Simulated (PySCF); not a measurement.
# Zr(OH)2: relaxation and vibrations of the singlet

The task is one start of a wider search on Zr(OH)2: the singlet, from a bent start. It is relaxed, tested by its Hessian and followed downhill if it is a saddle.

Method: PBE0, basis Zr def2-TZVP with ECP28, O def2-TZVP, H def2-TZVP, scalar-relativistic core potentials, no spin–orbit coupling, density fitting; program: PySCF 2.14.0.

### 1 The starting structure

5 atoms, charge 0, spin multiplicity 1.

Bond lengths: Zr1–O2 2.170 Å, Zr1–O3 2.170 Å, O2–H4 0.960 Å, O3–H5 0.960 Å. Angles: O2–Zr1–O3 110.0°, Zr1–O2–H4 130.0°, Zr1–O3–H5 130.0°.

Z-matrix (Å, degrees; charge 0 multiplicity 1):
```
Zr
O  1 2.1701
O  1 2.1701 2 110.00
H  2 0.9599 1 130.00 3 90.00
H  3 0.9599 1 130.00 2 90.00
```

### 2 The SCF at the typed geometry

One driver script runs all steps and calls PySCF; scf.py shows how it sets up the SCF of each step. The optimiser is the driver's own. After this first run the driver tries any further starts and a stability analysis.

Contents of scf.py:

```python
from pyscf import gto, scf, dft
mol = gto.M(atom='''
Zr     0.000000     0.000000     0.000000
O      1.777600     0.000000     1.244700
O     -1.777600     0.000000     1.244700
H      2.283000    -0.735400     1.598600
H     -2.283000     0.735400     1.598600''',
    basis={'Zr': 'def2-TZVP', 'O': 'def2-TZVP', 'H': 'def2-TZVP'},
    ecp={'Zr': 'def2-TZVP'},
    charge=0, spin=0)
mf = dft.RKS(mol, xc='PBE0')
mf.grids.atom_grid = (50, 194)
aux = {'Zr': 'def2-universal-JKFIT', 'O': 'def2-universal-JKFIT', 'H': 'def2-universal-JKFIT'}
mf = mf.density_fit(auxbasis=aux)
mf.conv_tol = 1e-08
mf.diis_space = 10
mf.max_cycle = 60
mf.init_guess = 'minao'
mf.verbose = 4
mf.kernel()
```

Command:

```console
$ OMP_NUM_THREADS=4 python axn.py task.json out
```

Log (excerpt; [...] marks lines left out):

```text
[... the frontier levels of the middle cycles are left out ...]
init E= -192.99004892366
  HOMO = -0.441655676627688  LUMO = -0.439793862640042  gap/eV = 0.05066
cycle= 1 E= -198.170895126266  delta_E= -5.18  |g|= 1.22  |ddm|= 4.48
  HOMO = -0.0273823234499737  LUMO = 0.0127350691715833  gap/eV = 1.09165
cycle= 2 E= -197.71450135965  delta_E= 0.456  |g|= 1.85  |ddm|= 3.37
  HOMO = -0.130193857749576  LUMO = -0.127339120899042  gap/eV = 0.07768
cycle= 3 E= -198.529224212125  delta_E= -0.815  |g|= 0.216  |ddm|= 2.92
cycle= 4 E= -198.5391174757  delta_E= -0.00989  |g|= 0.143  |ddm|= 0.27
cycle= 5 E= -198.543357368549  delta_E= -0.00424  |g|= 0.066  |ddm|= 0.165
cycle= 6 E= -198.544480872702  delta_E= -0.00112  |g|= 0.0159  |ddm|= 0.0494
cycle= 7 E= -198.544562769108  delta_E= -8.19e-05  |g|= 0.00528  |ddm|= 0.0192
cycle= 8 E= -198.544574385671  delta_E= -1.16e-05  |g|= 0.000897  |ddm|= 0.00933
cycle= 9 E= -198.544575136362  delta_E= -7.51e-07  |g|= 0.000212  |ddm|= 0.003
cycle= 10 E= -198.544575276058  delta_E= -1.4e-07  |g|= 8.62e-05  |ddm|= 0.00138
cycle= 11 E= -198.544575313373  delta_E= -3.73e-08  |g|= 2.77e-05  |ddm|= 0.00102
cycle= 12 E= -198.544575314248  delta_E= -8.75e-10  |g|= 5.48e-06  |ddm|= 0.000148
  HOMO = -0.134662370121799  LUMO = -0.0969497469934453  gap/eV = 1.02621
Extra cycle  E= -198.54457531425  delta_E= -2.73e-12  |g|= 6.6e-06  |ddm|= 1.55e-05
converged SCF energy = -198.54457531425
```

This step, with its further starts and checks, needed 7.4 s of wall time on 4 threads of Arm Neoverse V1, shared host.

The starts that the driver tried:

| start | energy (Eh) |
| --- | --- |
| the minimal-basis guess | -198.544575 |
| a thermally smeared density | -198.581141 |
| a smeared PBE density | -198.581141 |

The first run landed in a state that is too high. Following the other starts and the instabilities gains 96.0 kJ/mol (-198.58114 Eh), and the work goes on from there.

### 3 Bent start, singlet: relaxation

The program finds C2 symmetry in the start, which this walk keeps.

scf.py: that of step 2 with these lines changed.

```diff
@@ -3,5 +3,5 @@
-Zr     0.000000     0.000000     0.000000
-O      1.777600     0.000000     1.244700
-O     -1.777600     0.000000     1.244700
-H      2.283000    -0.735400     1.598600
-H     -2.283000     0.735400     1.598600''',
+Zr     0.000000     0.000000    -0.347348
+O      1.777600    -0.000000     0.897352
+O     -1.777600     0.000000     0.897352
+H      2.283000    -0.735400     1.251252
+H     -2.283000     0.735400     1.251252''',
@@ -18 +17,0 @@
-mf.init_guess = 'minao'
```

Energy and gradient, step by step:

| step | energy (Eh) | change (kJ/mol) | largest symmetric gradient (Eh/bohr) |
| --- | --- | --- | --- |
| 0 | -198.581141 | 0.00 | 0.09784 |
| 1 | -198.618499 | -98.08 | 0.05715 |
| 2 | -198.626182 | -118.26 | 0.05519 |
| 3 | -198.632616 | -135.15 | 0.00820 |
| 4 | -198.633170 | -136.60 | 0.01592 |
| 5 | -198.634275 | -139.50 | 0.01046 |
| 6 | -198.635377 | -142.40 | 0.00807 |
| 7 | -198.636062 | -144.20 | 0.02406 |
| 8 | -198.637293 | -147.43 | 0.01406 |
| 9 | -198.638261 | -149.97 | 0.00437 |
| 10 | -198.638871 | -151.57 | 0.01576 |
| 11 | -198.639514 | -153.26 | 0.00632 |
| 12 | -198.639995 | -154.52 | 0.00237 |
| 13 | -198.640194 | -155.04 | 0.00375 |
| 14 | -198.640269 | -155.24 | 0.00124 |
| 15 | -198.640328 | -155.39 | 0.00051 |
| 16 | -198.640356 | -155.47 | 0.00062 |
| 17 | -198.640378 | -155.53 | 0.00034 |
| 18 | -198.640392 | -155.56 | 0.00036 |
| 19 | -198.640396 | -155.57 | 0.00025 |
| 20 | -198.640396 | -155.57 | 0.00009 |

The walk took 33 s.

Geometry (Å) and forces (eV/Å) at some steps:

```
step 0
Zr   0.000   0.000  -0.347   0.000   0.000   5.031
O    1.778   0.000   0.897  -3.052   0.141  -2.480
O   -1.778   0.000   0.897   3.052  -0.141  -2.480
H    2.283  -0.735   1.251  -0.171  -0.056  -0.035
H   -2.283   0.735   1.251   0.171   0.056  -0.035
step 1
Zr   0.000   0.000  -0.234   0.000   0.000   2.939
O    1.714   0.000   0.847  -1.736  -0.522  -1.240
O   -1.714   0.000   0.847   1.736   0.522  -1.240
H    2.233  -0.719   1.245  -0.436   0.542  -0.229
H   -2.233   0.719   1.245   0.436  -0.542  -0.229
step 10
Zr   0.000   0.000  -0.279   0.000   0.000  -0.051
O    1.599  -0.238   0.680   0.725  -0.426   0.810
O   -1.599   0.238   0.680  -0.725   0.426   0.810
H    2.152  -0.512   1.435  -0.607   0.373  -0.785
H   -2.152   0.512   1.435   0.607  -0.373  -0.785
step 20
Zr   0.000   0.000  -0.266   0.000   0.000   0.000
O    1.608  -0.327   0.663  -0.002   0.002  -0.005
O   -1.608   0.327   0.663   0.002  -0.002  -0.005
H    2.142  -0.444   1.445   0.004   0.003   0.005
H   -2.142   0.444   1.445  -0.004  -0.003   0.005
```

It settles in C2v symmetry, 155.6 kJ/mol below the start, after 20 steps: O–H 0.955 Å (×2), Zr–O 1.886 Å (×2); H–O–Zr 154.4° (×2), O–Zr–O 121.0°.

### 4 Is it a minimum? Harmonic modes

On the finer grid the gradient is checked again; gradients at displacements of ±0.02 bohr then give force constants and infrared intensities.

scf.py: that of step 3 with these lines changed.

```diff
@@ -3,5 +3,5 @@
-Zr     0.000000     0.000000    -0.347348
-O      1.777600    -0.000000     0.897352
-O     -1.777600     0.000000     0.897352
-H      2.283000    -0.735400     1.251252
-H     -2.283000     0.735400     1.251252''',
+Zr    -0.000000    -0.000000    -0.256852
+O      1.614566    -0.332668     0.659871
+O     -1.614566     0.332668     0.659871
+H      2.153709    -0.443754     1.439823
+H     -2.153709     0.443754     1.439823''',
@@ -12 +12 @@
-mf.grids.atom_grid = (50, 194)
+mf.grids.atom_grid = (75, 302)
@@ -15 +15 @@
-mf.conv_tol = 1e-08
+mf.conv_tol = 1e-10
```

This SCF starts from the last density.

SCF at the final geometry:

```text
init E= -198.640304865857
  HOMO = -0.160561922083559  LUMO = -0.0699572968455578  gap/eV = 2.46548
cycle= 1 E= -198.640304865858  delta_E= -6.82e-13  |g|= 5.34e-06  |ddm|= 1.6e-05
  HOMO = -0.160560731536592  LUMO = -0.0699556436319786  gap/eV = 2.46549
Extra cycle  E= -198.64030486584  delta_E= 1.76e-11  |g|= 1.08e-05  |ddm|= 1.67e-05
converged SCF energy = -198.64030486584
```

The whole step took 40 s.

Geometry: C2v; O–H 0.955 Å (×2), Zr–O 1.886 Å (×2); H–O–Zr 154.3° (×2), O–Zr–O 121.8°.

Modes, for the most abundant isotopes:

| symmetry | ω (cm⁻¹) | IR (km/mol) |
| --- | --- | --- |
| a1 | 117 | 0.2 |
| b1 | 360 | 152 |
| a2 | 379 | 0.0 |
| b2 | 390 | 176 |
| a1 | 420 | 29.9 |
| b2 | 734 | 106 |
| a1 | 741 | 52.4 |
| b2 | 3973 | 269 |
| a1 | 3977 | 321 |

No imaginary mode, so this is a minimum.

Properties at this point:

```
Dipole moment                                                   : 2.38 D
Highest occupied level                                          : -4.37 eV
Lowest empty level                                              : -1.90 eV
Rotational constants                                            : 0.7015, 0.1744, 0.1397 cm⁻¹
Zero-point energy                                               : 66.3 kJ/mol
Principal polarisabilities                                      : 82.9, 107.3, 117.7 bohr³
Atomisation energy without zero-point energy                    : 1888 kJ/mol
Principal traceless quadrupole moments about the centre of mass : -9.34, 4.15, 5.19 D Å
Entropy at 298.15 K and 1 bar                                   : 296.2 J/(mol K)
Heat capacity Cp at 298.15 K                                    : 72.8 J/(mol K)
Enthalpy at 298.15 K above 0 K                                  : 15.66 kJ/mol
Rotational symmetry number                                      : 2
```

Charges (e) and bond orders:

```csv
atom,Mulliken,Löwdin,polar tensor,Mayer order to Zr1
Zr1,0.69,0.25,0.76,–
"O2,3",-0.69,-0.29,-0.73,1.11
"H4,5",0.34,0.16,0.35,0.03
```

Outer orbital energies (eV). occupied: -27.06, -14.84, -13.92, -10.27, -10.24, -10.06, -9.89, -4.37; empty: -1.90, -1.90, -0.39, -0.25.

Mulliken populations on Zr1 (outside its core potential): s 3.34, p 6.19, d 1.69, f 0.08.

### 5 A spin-polarised start

A stability analysis found the closed shell of the lowest minimum unstable towards spin polarisation, so the unrestricted solution is followed.

The program finds C2v symmetry in the start, which may break. The walk stops when the largest gradient is under 0.0003 Eh/bohr and the energy has settled too.

scf.py: that of step 4 with these lines changed.

```diff
@@ -3,5 +3,5 @@
-Zr    -0.000000    -0.000000    -0.256852
-O      1.614566    -0.332668     0.659871
-O     -1.614566     0.332668     0.659871
-H      2.153709    -0.443754     1.439823
-H     -2.153709     0.443754     1.439823''',
+Zr    -0.000000    -0.000000    -0.264270
+O      1.614566    -0.332668     0.652453
+O     -1.614566     0.332668     0.652453
+H      2.153709    -0.443754     1.432405
+H     -2.153709     0.443754     1.432405''',
@@ -11,2 +11,2 @@
-mf = dft.RKS(mol, xc='PBE0')
-mf.grids.atom_grid = (75, 302)
+mf = dft.UKS(mol, xc='PBE0')
+mf.grids.atom_grid = (50, 194)
@@ -15 +15 @@
-mf.conv_tol = 1e-10
+mf.conv_tol = 1e-08
```

The optimiser's trace:

| step | energy (Eh) | change (kJ/mol) | largest gradient (Eh/bohr) |
| --- | --- | --- | --- |
| 0 | -198.648241 | 0.00 | 0.00930 |
| 1 | -198.648662 | -1.11 | 0.00229 |
| 2 | -198.648866 | -1.64 | 0.00489 |
| 3 | -198.649002 | -2.00 | 0.00738 |
| 4 | -198.649146 | -2.38 | 0.00691 |
| 5 | -198.649295 | -2.77 | 0.00536 |
| 6 | -198.649468 | -3.22 | 0.00126 |
| 7 | -198.649523 | -3.37 | 0.00153 |
| 8 | -198.649534 | -3.39 | 0.00093 |
| 9 | -198.649540 | -3.41 | 0.00056 |
| 10 | -198.649546 | -3.43 | 0.00061 |
| 11 | -198.649554 | -3.45 | 0.00045 |
| 12 | -198.649556 | -3.45 | 0.00023 |

The walk took 35 s.

Positions (Å) and forces (eV/Å) along the way:

```
step 0
Zr   0.000   0.000  -0.264   0.000   0.000  -0.374
O    1.615  -0.333   0.652   0.478  -0.091   0.229
O   -1.615   0.333   0.652  -0.478   0.091   0.229
H    2.154  -0.444   1.432   0.014  -0.003  -0.042
H   -2.154   0.444   1.432  -0.014   0.003  -0.042
step 1
Zr   0.000   0.000  -0.260   0.000   0.000   0.027
O    1.634  -0.326   0.654   0.118  -0.028  -0.046
O   -1.634   0.326   0.654  -0.118   0.027  -0.046
H    2.173  -0.456   1.429   0.054  -0.003   0.033
H   -2.173   0.455   1.429  -0.054   0.004   0.033
step 6
Zr   0.000  -0.001  -0.125  -0.002   0.001   0.049
O    1.714  -0.359   0.647  -0.065   0.023  -0.058
O   -1.714   0.359   0.646   0.028  -0.017  -0.014
H    2.325  -0.475   1.369   0.051  -0.015   0.034
H   -2.326   0.475   1.369  -0.013   0.008  -0.011
step 12
Zr   0.000   0.000  -0.051   0.000  -0.001  -0.010
O    1.743  -0.361   0.654  -0.007   0.002  -0.006
O   -1.743   0.360   0.654   0.004   0.000  -0.003
H    2.409  -0.495   1.324   0.012  -0.004   0.011
H   -2.409   0.496   1.324  -0.008   0.003   0.008
```

It settles in C2v symmetry, 3.5 kJ/mol below the start, after 12 steps: O–H 0.953 Å (×2), Zr–O 1.915 Å (×2); H–O–Zr 157.0° (×2), O–Zr–O 136.8°.

### 6 Is it a minimum? Harmonic modes

As before: finer grid, then central differences.

scf.py: that of step 5 with these lines changed.

```diff
@@ -3,5 +3,5 @@
-Zr    -0.000000    -0.000000    -0.264270
-O      1.614566    -0.332668     0.652453
-O     -1.614566     0.332668     0.652453
-H      2.153709    -0.443754     1.432405
-H     -2.153709     0.443754     1.432405''',
+Zr    -0.000011    -0.000048    -0.212901
+O      1.739930    -0.358386     0.501710
+O     -1.739880     0.358613     0.501724
+H      2.402744    -0.494797     1.173782
+H     -2.402626     0.495327     1.173801''',
@@ -12 +12 @@
-mf.grids.atom_grid = (50, 194)
+mf.grids.atom_grid = (75, 302)
@@ -15 +15 @@
-mf.conv_tol = 1e-08
+mf.conv_tol = 1e-10
```

SCF at the final geometry:

```text
init E= -198.649642580975
[... the frontier-level lines of each cycle are left out ...]
cycle= 1 E= -198.649642580981  delta_E= -5.57e-12  |g|= 2.68e-06  |ddm|= 7.66e-06
Extra cycle  E= -198.649642580979  delta_E= 1.42e-12  |g|= 4.83e-06  |ddm|= 7.96e-06
converged SCF energy = -198.649642580979  <S^2> = 0.81485104  2S+1 = 2.0638324
```

The whole step needed 82 s of wall time on 4 threads of Arm Neoverse V1, shared host.

Geometry: C2v; O–H 0.954 Å (×2), Zr–O 1.915 Å (×2); H–O–Zr 157.1° (×2), O–Zr–O 136.2°.

Modes, for the most abundant isotopes:

```csv
ω (cm⁻¹),IR (km/mol),μ (u)
93,2.0,5.37
361,130,1.25
399,0.0,1.12
406,59.8,1.20
421,155,1.17
691,50.6,8.02
705,159,8.59
3984,282,1.07
3986,192,1.07
```

No imaginary mode, so this is a minimum.

Here the density breaks the symmetry of the frame, and no labels are given.

Properties at this point:

```
Dipole moment                                                   : 1.90 D
Highest occupied level                                          : -4.62 eV
Lowest empty level                                              : -1.53 eV
Rotational constants                                            : 1.131, 0.1491, 0.1317 cm⁻¹
Zero-point energy                                               : 66.1 kJ/mol
Principal polarisabilities                                      : 69.9, 90.0, 99.6 bohr³
Atomisation energy without zero-point energy                    : 1912 kJ/mol
Principal traceless quadrupole moments about the centre of mass : -6.44, 2.53, 3.92 D Å
Entropy at 298.15 K and 1 bar                                   : 296.8 J/(mol K)
Heat capacity Cp at 298.15 K                                    : 73.1 J/(mol K)
Enthalpy at 298.15 K above 0 K                                  : 15.77 kJ/mol
Rotational symmetry number                                      : 2
Spin squared ⟨S²⟩                                               : 0.815
```

Charges (e) and bond orders:

```tsv
atom	Mulliken	Löwdin	polar tensor	spin (Mulliken)	Mayer order to Zr1
Zr1	0.80	0.33	0.86	0.00	–
O2,3	-0.73	-0.33	-0.75	0.00	1.04
H4,5	0.33	0.16	0.32	0.00	0.03
```

Outer orbital energies (eV). α occupied: -26.55, -14.57, -13.17, -9.88, -9.84, -9.41, -9.34, -4.62; empty: -1.53, -1.34, -0.05, -0.02. β occupied: -26.55, -14.57, -13.17, -9.88, -9.84, -9.41, -9.34, -4.62; empty: -1.53, -1.34, -0.05, -0.02.

Mulliken populations on Zr1 (outside its core potential): s 2.99, p 6.21, d 1.93, f 0.08.

### 7 All stationary points

| spin | group | bonds | imaginary modes (cm⁻¹) | ΔE (kJ/mol) | with zero-point energy |
| --- | --- | --- | --- | --- | --- |
| broken-symmetry (Ms = 0) | C2v (density of lower symmetry) | O–H 0.954 Å (×2), Zr–O 1.915 Å (×2) | none | 0.0 | 0.0 |
| singlet | C2v | O–H 0.955 Å (×2), Zr–O 1.886 Å (×2) | none | 24.5 | 24.8 |

### 8 Results

| quantity | value |
| --- | --- |
| minimum | broken-symmetry (Ms = 0), C2v |
| geometry | O–H 0.954 Å (×2), Zr–O 1.915 Å (×2); H–O–Zr 157.1° (×2), O–Zr–O 136.2° |
| wavenumbers (cm⁻¹) | 93, 361, 399, 406, 421, 691, 705, 3984, 3986 |
| dipole moment | 1.90 D |
| highest occupied, lowest empty level (either spin) | -4.62, -1.53 eV |
| polar-tensor charge of Zr1 | +0.86 e |
| zero-point energy | 66.1 kJ/mol |
| entropy at 298.15 K | 296.8 J/(mol K) |
| atomisation energy (no zero-point energy) | 1912 kJ/mol |
| ⟨S²⟩ | 0.815 |

**Reading.** The bent start (C2) ends in a minimum of C2v symmetry. The determinant is spin-contaminated (⟨S²⟩ = 0.81 against 0.00), so it is no pure spin state. In the infrared the band at 3984 cm⁻¹ leads. The first SCF alone would have been 96 kJ/mol too high. Only this shape and spin were tried, so other structures or states may lie lower. The SCF density has lower symmetry than the nuclear frame.

The search up to here took 3.3 min.
